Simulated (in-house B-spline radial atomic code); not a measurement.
# Excited states and polarisability of Hg⁵⁰⁺ by several methods

Aim: excitation energies, oscillator strengths, polarisability and C6 of Hg⁵⁰⁺ by linear response on several mean fields, with the cost of each.

Program: in-house B-spline radial atomic code version 1. Level of theory: linear response of a closed shell, each method with its own adiabatic kernel; non-relativistic; B-spline basis; no spin-orbit coupling, no double excitations; only terms of natural parity, (−1)^L, with L up to 3 are computed. These are calculated values, not measurements, unless marked.

### Step 1. The atom as given

```
element       : mercury (Z = 80)
charge        : +50
configuration : [Ar] 3d10 4s2
runs          : TDHF; PBE; B97-1; OLYP; PBE0; BLYP
```

The outer shells:

Hg⁵⁰⁺
```
[Ar] core
3d [↑↓][↑↓][↑↓][↑↓][↑↓]
4s [↑↓]
```

### Step 2. TDHF

Settings of the run:

```ini
Z = 80
electrons = 30.0
configuration = [Ar] 3d10 4s2
hamiltonian = nr
method = hf
box_radius = 2.65
intervals = 50
```

Started as:

```bash
$ python run_td.py task.json out
```

One command runs all members of the session, one after another, from task.json.

### Step 3. PBE

Changes to the settings of step 2:

```diff
@@ -4,3 +4,3 @@
 hamiltonian = nr
-method = hf
+method = pbe,pbe
 box_radius = 2.65
```

### Step 4. B97-1

Changes to the settings of step 3:

```diff
@@ -4,3 +4,3 @@
 hamiltonian = nr
-method = pbe,pbe
+method = b97_1
 box_radius = 2.65
```

### Step 5. OLYP

Changes to the settings of step 4:

```diff
@@ -4,3 +4,3 @@
 hamiltonian = nr
-method = b97_1
+method = optx,lyp
 box_radius = 2.65
```

### Step 6. PBE0

Changes to the settings of step 5:

```diff
@@ -4,3 +4,3 @@
 hamiltonian = nr
-method = optx,lyp
+method = pbe0
 box_radius = 2.65
```

### Step 7. BLYP

Changes to the settings of step 6:

```diff
@@ -4,3 +4,3 @@
 hamiltonian = nr
-method = pbe0
+method = b88,lyp
 box_radius = 2.65
```

Q: Predict the outcome of this session. Wanted: for each run, threshold; 4s→4p ¹P; 4s→4p ³P, Tamm-Dancoff; α; C6.

As calculated:

| run | threshold (eV) | 4s→4p ¹P (eV) | 4s→4p ³P, Tamm-Dancoff (eV) | α (bohr³) | C6 (hartree bohr⁶) | time |
| --- | --- | --- | --- | --- | --- | --- |
| TDHF | 2771.4 | 108.66 | 81.832 | 0.04169 | 0.005888 | 1.2 s |
| PBE | 2751.3 | 111.76 | 86.556 | 0.03852 | 0.005236 | 1 s |
| B97-1 | 2755.1 | 109.88 | 84.881 | 0.03999 | 0.005517 | 1.4 s |
| OLYP | 2749.8 | 107.60 | 80.273 | 0.04133 | 0.005748 | 1 s |
| PBE0 | 2756.6 | 110.89 | 85.423 | 0.03935 | 0.005403 | 1.4 s |
| BLYP | 2751.8 | 111.47 | 84.760 | 0.03866 | 0.005259 | 1 s |

α runs from 0.0385 (PBE) to 0.0417 bohr³ (TDHF). The semilocal functionals put the threshold at 2749.8 to 2751.8 eV, under Hartree-Fock's 2771.4 eV, through self-interaction. Relativity is absent, so for an element this heavy the values are those of a model, not of the real ion. Spin-orbit coupling is so strong here that each real term splits widely.
